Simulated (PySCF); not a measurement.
**B⁺: interval between two levels with spin-orbit coupling**

Each state of boron is computed at each level; their differences give the interval between two levels. How far do the methods differ?

Program: PySCF 2.14.0. Level of theory: two-component X2C-1e, generalised determinants. These are calculated values, not measurements, unless marked.

## 1. The system

| Quantity | Value |
| --- | --- |
| Element | boron (Z = 5) |
| Basis | x2c-TZVPall-2c with one added diffuse shell each of s, p, d type (6s4p3d1f, 40 functions) |
| Hamiltonian | two-component X2C-1e, Gaussian nucleus, no Breit or QED terms; spin-orbit coupling, run by run: off; screened by Boettger's factors |
| Core shells frozen in the correlated runs | 1s2 (for B⁺) |
| State 1 | B⁺ 2s1 3d1 3D3: [He] 2s1 3d1; 2s1/2 filled at m_j = +1/2; 3d5/2 filled at m_j = +5/2 |
| Needed too, but not shown | B⁺ [He] 2s2 (1S) |
| Methods | GHF, GMP2 |

Outer shells as boxes (Hund's rule):

B+ [He] 2s1 3d1
```
[He] core
2s [↑ ]
3d [↑ ][  ][  ][  ][  ]
```

A driver program built on PySCF's X2C-1e integrals ran all steps in one process from the settings above; there is no separate input file.

The driver's launch:

```
$ OMP_NUM_THREADS=1 python sorun2.py TASK.json OUT
```

The integrals over 40 functions and the set-up took 0.1 s of CPU time.

## 2. B⁺ 2s1 3d1 3D3, method by method

GHF (spin-free):

Output:

```text
cycle= 1 E= -23.6057615348  delta_E= -23.6  |FDS-SDF|= 0.00937
cycle= 2 E= -23.6088257385  delta_E= -0.00306  |FDS-SDF|= 0.00248
cycle= 3 E= -23.6090725672  delta_E= -0.000247  |FDS-SDF|= 0.000122
cycle= 4 E= -23.6090741105  delta_E= -1.54e-06  |FDS-SDF|= 4.68e-05
cycle= 5 E= -23.6090743457  delta_E= -2.35e-07  |FDS-SDF|= 1.04e-06
cycle= 6 E= -23.6090743458  delta_E= -1.06e-10  |FDS-SDF|= 1e-07
```

Time after the integrals: 0.13 s (1 thread of Neoverse-V2, shared host).

Occupied spinors (without spin-orbit coupling the j labels only name the start):

```csv
spinor shell,electrons,mean energy (eV),weight of the nominal j,rms radius (bohr)
1s1/2,2,-233.08,1.000,0.377
2s1/2,1,-31.259,1.000,1.79
3d5/2,1,-6.186,1.000,4.84
```

M_J = 3, ⟨J²⟩ = 12.000, ⟨L²⟩ = 6.000, ⟨S²⟩ = 2.000.

GMP2 (spin-free):

The driver printed no log here.

It took 0.01 s on 1 thread of Neoverse-V2, shared host, the integrals not counted.

With 2 electrons correlated, the MP2 correlation energy is -0.00223 hartree. Largest pairs: 2s1/2-3d5/2 -0.0022.

GHF (screened spin-orbit):

Output:

```text
cycle= 1 E= -23.6057602246  delta_E= -23.6  |FDS-SDF|= 0.00937
cycle= 2 E= -23.6088242237  delta_E= -0.00306  |FDS-SDF|= 0.00248
cycle= 3 E= -23.6090710257  delta_E= -0.000247  |FDS-SDF|= 0.000122
cycle= 4 E= -23.6090725680  delta_E= -1.54e-06  |FDS-SDF|= 4.68e-05
cycle= 5 E= -23.6090728031  delta_E= -2.35e-07  |FDS-SDF|= 1.04e-06
cycle= 6 E= -23.6090728032  delta_E= -1.06e-10  |FDS-SDF|= 1e-07
```

Time after the integrals: 0.13 s (1 thread of Neoverse-V2, shared host).

Occupied spinors:

```csv
spinor shell,electrons,mean energy (eV),weight of the nominal j,rms radius (bohr)
1s1/2,2,-233.08,1.000,0.377
2s1/2,1,-31.259,1.000,1.79
3d5/2,1,-6.186,1.000,4.84
```

M_J = 3, ⟨J²⟩ = 12.000, ⟨L²⟩ = 6.000, ⟨S²⟩ = 2.000.

GMP2 (screened spin-orbit):

The driver printed no log here.

Time after the integrals: 0.01 s (1 thread of Neoverse-V2, shared host).

With 2 electrons correlated, the MP2 correlation energy is -0.00223 hartree. Largest pairs: 2s1/2-3d5/2 -0.0022.

## 3. The energy differences

Interval between two levels: B⁺ [He] 2s2 → B⁺ [He] 2s1 3d1 [2s1/2^1 3d5/2^1, M_J = 3].

```csv
method,value (eV)
GHF (spin-free),17.268
GMP2 (spin-free),18.175
GHF (screened spin-orbit),17.268
GMP2 (screened spin-orbit),18.175
```

The differences also use runs on B⁺ [He] 2s2 (1S), which are not shown here.

## 4. Outcome

| quantity | value |
| --- | --- |
| interval between two levels, B⁺ → 2s1 3d1 3D3 | GHF (spin-free) 17.268, GMP2 (screened spin-orbit) 18.175 eV |

**Reading.** The methods span 0.907 eV, from GHF (spin-free) to GMP2 (screened spin-orbit). No reference value is at hand in this session. Spin-orbit coupling moves the difference by +0.000 eV at GMP2. All values hold for this basis alone; no basis-set limit was taken.
